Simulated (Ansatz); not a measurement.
# ScF3: the cost of one run

Method: DFT LDA, scalar-relativistic, plane waves, PAW, in Ansatz 0.2.0.

## 1. Starting point

The structure is cubic, space group Pm-3m (No. 221). The conventional cell has a = 4.012 Å, b = 4.012 Å, c = 4.012 Å, α = 90.00°, β = 90.00°, γ = 90.00°. Sc (site symmetry m-3m) is surrounded by 6 F at 2.01 Å. Around F (site symmetry 4/mmm) lie 2 Sc at 2.01 Å.

As a file:

```cif
data_structure
_symmetry_space_group_name_H-M 'Pm-3m'
_symmetry_Int_Tables_number 221
_cell_length_a 4.0125
_cell_length_b 4.0125
_cell_length_c 4.0125
_cell_angle_alpha 90.000
_cell_angle_beta 90.000
_cell_angle_gamma 90.000
_cell_volume 64.60
loop_
_atom_site_label
_atom_site_type_symbol
_atom_site_symmetry_multiplicity
_atom_site_Wyckoff_symbol
_atom_site_fract_x
_atom_site_fract_y
_atom_site_fract_z
_atom_site_occupancy
Sc1 Sc 1 a 0.00000 0.00000 0.00000 1
F1 F 3 d 0.50000 0.00000 0.00000 1
```

The cell is taken as given, not relaxed at this level.

## 2. Zero of energy

The reference gives a free energy of -4477.7857 eV, pressure -2.97 GPa, largest force 0.000 eV/Å and gap on the mesh 6.21 eV. It was computed beforehand with the settings of the runs below.

## 3. Next: a two-dimensional strain map

The cell is strained by p along both x and y and by q along z, with fractional coordinates fixed.

## 4. Point p = -0.080, q = -0.080

input.yaml reads:

```yaml
crystal:
  lattice:
    - [3.691454, 0.0, 0.0]
    - [0.0, 3.691454, 0.0]
    - [0.0, 0.0, 3.691454]
  atoms:
    - { symbol: Sc, position: [0.0, 0.0, 0.0] }
    - { symbol: F, position: [0.5, 0.0, 0.0] }
    - { symbol: F, position: [0.0, 0.5, 0.0] }
    - { symbol: F, position: [0.0, 0.0, 0.5] }
basis:
  ecutwfc: 420
kpoints:
  mp_grid: { grid: [6, 6, 6] }
hamiltonian:
  xc: lda
scf:
  occupations: { method: gaussian, width: 0.05 }
output:
  forces: true
  stress: true
  eigenvalues: true
```

Launch:

```
ansatz run input.yaml --threads 1 --pin off --max-ram 2560MiB --backend cpu --events-out ev --progress --plain --runs-dir out
```

What time and memory should one allow on 1 thread of Arm Neoverse V1, shared host?

About 1.4 s, with a peak of 0.28 GiB.
